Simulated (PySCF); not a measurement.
**InHCl (SMILES [Cl][InH]) at UCISD/STO-6G**

What is the energy change on altering one bond length of InHCl at UCISD/STO-6G? Input form: a Python script.

The calculation is run with PySCF 2.14.0.

9 further runs of the same task are left out: 9 set aside as unsound or not needed.

## (1) The molecule

InHCl: 3 atoms, total charge 0, spin state doublet. SMILES: `[Cl][InH]`. Geometry: relaxed at PBE0-D4/def2-TZVP.

Bond lengths: Cl1–In2 2.365 Å, In2–H3 1.773 Å. Angles: Cl1–In2–H3 115.3°.

## (2) The energy at UCISD/STO-6G

Contents of job.py:

```python
from pyscf import gto, ci

system = gto.Mole()
system.atom = '''
Cl    -3.117670     0.749843    -1.639148
In     0.773843     1.024987     0.540651
H      2.323229    -1.897096     1.073553
'''
system.verbose = 3
system.max_memory = 1860
system.unit = 'bohr'
system.spin = 1
system.basis = 'sto-6g'
system.build()

hf = system.UHF()
hf.conv_tol = 1e-10
hf.kernel()
if not hf.converged:
    hf = hf.newton().run(hf.mo_coeff, hf.mo_occ)

cisd = ci.CISD(hf, frozen=23)
cisd.kernel()
e_final = cisd.e_tot
print('E(%s) = %.9f' % ('CISD', e_final))
```

The run is started by

```sh
$ OMP_NUM_THREADS=1 python job.py
```

The program printed:

```text
converged SCF energy = -6171.26276299856  <S^2> = 0.75351173  2S+1 = 2.0035086
E(UCISD) = -6171.293549292394  E_corr = -0.03078629383697221
E(CISD) = -6171.293549292
```

Wall time 2.7 s (1 thread of Arm Neoverse V1, shared host); peak memory 0.12 GiB.

## (3) The distorted shape at the same level

Contents of job.py:

```python
from pyscf import gto, scf, ci

system = gto.M(
    atom=[
    ('Cl', (-2.633657, 2.252316, -1.205792)),
    ('In', (-0.574357, 2.397916, -0.052292)),
    ('H', (1.229400, -1.003900, 0.568100)),
],
    max_memory=1860,
    basis='sto-6g',
    verbose=3,
    spin=1,
)

mf = scf.UHF(system)
mf.conv_tol = 1e-10
mf.kernel()
if not mf.converged:
    mf = mf.newton().run(mf.mo_coeff, mf.mo_occ)

cisd = ci.CISD(mf, frozen=23)
cisd.kernel()
e_tot = cisd.e_tot
print(f'total energy: {e_tot:.8f} hartree')
```

The run is started by

```sh
$ OMP_NUM_THREADS=1 python job.py
```

The program printed:

```text
converged SCF energy = -6171.1613333671  <S^2> = 0.79285212  2S+1 = 2.0424026
E(UCISD) = -6171.200057455631  E_corr = -0.0387240885292732
total energy: -6171.20005746 hartree
```

It took 2.6 s on 1 thread of Arm Neoverse V1, shared host; peak memory 0.12 GiB.

## (4) Results

At UCISD/STO-6G, 23 core orbitals frozen:

```
                                                                   quantity           value
                                                  first shape: total energy  -6171.29355 Eh
                          first shape: dipole moment (Hartree–Fock density)          4.17 D
    first shape: HOMO energy (Hartree–Fock orbitals) (highest over α and β)        -5.66 eV
     first shape: LUMO energy (Hartree–Fock orbitals) (lowest over α and β)         4.56 eV
                  first shape: correlation energy (23 core orbitals frozen)       -30.8 mEh
                             first shape: ⟨S²⟩ of the reference determinant           0.754
                                              distorted shape: total energy  -6171.20006 Eh
                      distorted shape: dipole moment (Hartree–Fock density)          3.34 D
distorted shape: HOMO energy (Hartree–Fock orbitals) (highest over α and β)        -5.17 eV
 distorted shape: LUMO energy (Hartree–Fock orbitals) (lowest over α and β)         5.30 eV
              distorted shape: correlation energy (23 core orbitals frozen)       -38.7 mEh
                         distorted shape: ⟨S²⟩ of the reference determinant           0.793
         energy change with the In2–H3 bond stretched from 1.773 to 3.900 Å        2.544 eV
```

In words: With the In2–H3 bond stretched from 1.773 to 3.900 Å the energy rises by 2.54 eV (59 kcal/mol). The first shape isn't relaxed at this level, so the change isn't measured from a minimum. The minimal basis adds a large error of its own. Mulliken charges (first shape) of the mean-field density run from -0.51 on Cl1 to +0.70 on In2. Relativity is left out (first shape) although the molecule holds a heavy atom. Mulliken charges (distorted shape) of the mean-field density run from -0.54 on Cl1 to +0.54 on In2; they depend strongly on the basis. Relativity is left out (distorted shape) although the molecule holds a heavy atom.
